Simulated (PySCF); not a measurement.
**AlF₃: relaxation and vibrations of the singlet**

The task is one start of a wider search on AlF₃: the singlet, built as trigonal planar. It is relaxed, tested by its Hessian and followed downhill if it is a saddle.

Computed with PySCF 2.14.0. Level: PBE0, basis Al def2-TZVP, F def2-TZVP, no relativity, density fitting.

## 1. Where the work starts

4 atoms, charge 0, spin multiplicity 1.

Bond lengths: Al1–F2 1.900 Å, Al1–F3 1.900 Å, Al1–F4 1.900 Å. Angles: F2–Al1–F3 120.0°, F2–Al1–F4 120.0°, F3–Al1–F4 120.0°.

```xyz
4
charge 0 multiplicity 1
Al    0.0000    0.0000    0.0000
F     1.9000    0.0000    0.0000
F    -0.9500    1.6454    0.0000
F    -0.9500   -1.6454    0.0000
```

## 2. Relaxation: trigonal planar start, singlet

One driver script runs all steps and calls PySCF; scf.py shows how it sets up the SCF of each step. The optimiser is the driver's own. Before each start the driver seeks the lowest SCF state from one or more starting densities and follows internal instabilities, so scf.py alone need not reach the same state.

The program finds D3h symmetry in the start, which this walk keeps. Threshold on the gradient: 0.0003 Eh/bohr, with a further test on the energy change.

The input, scf.py:

```python
from pyscf import gto, scf, dft
mol = gto.M(atom='''
Al     0.000000    -0.000000     0.000000
F      1.899972     0.000024    -0.000000
F     -0.950007     1.645412    -0.000000
F     -0.949965    -1.645436     0.000000''',
    basis={'Al': 'def2-TZVP', 'F': 'def2-TZVP'},
    charge=0, spin=0)
mf = dft.RKS(mol, xc='PBE0')
mf.grids.atom_grid = (50, 194)
aux = {'Al': 'def2-universal-JKFIT', 'F': 'def2-universal-JKFIT'}
mf = mf.density_fit(auxbasis=aux)
mf.kernel()
```

After this run come: Vibrations and properties at this point.

What does the calculation give? Wanted: minimum; geometry; wavenumbers; dipole moment; highest occupied, lowest empty level; polar-tensor charge of Al1; zero-point energy; atomisation energy.

As calculated:

| quantity | value |
| --- | --- |
| minimum | singlet, D3h |
| geometry | Al–F 1.629 Å (×3); F–Al–F 120.0° (×3) |
| wavenumbers (cm⁻¹) | 243 (e'), 291 (a2''), 697 (a1'), 962 (e') |
| dipole moment | 0.00 D |
| highest occupied, lowest empty level | -11.72, -1.49 eV |
| polar-tensor charge of Al1 | +1.90 e |
| zero-point energy | 20.3 kJ/mol |
| entropy at 298.15 K | 277.8 J/(mol K) |
| atomisation energy (no zero-point energy) | 1719 kJ/mol |

In words: The molecule stays D3h, as typed, and the end point is a minimum. In the infrared the band at 962 cm⁻¹ (e', stretch) leads. Al1 has a polar-tensor charge of +1.9 e (a dipole derivative, not a static charge), yet symmetry cancels the bond dipoles. Other starts or spin states, not run here, may lie lower.
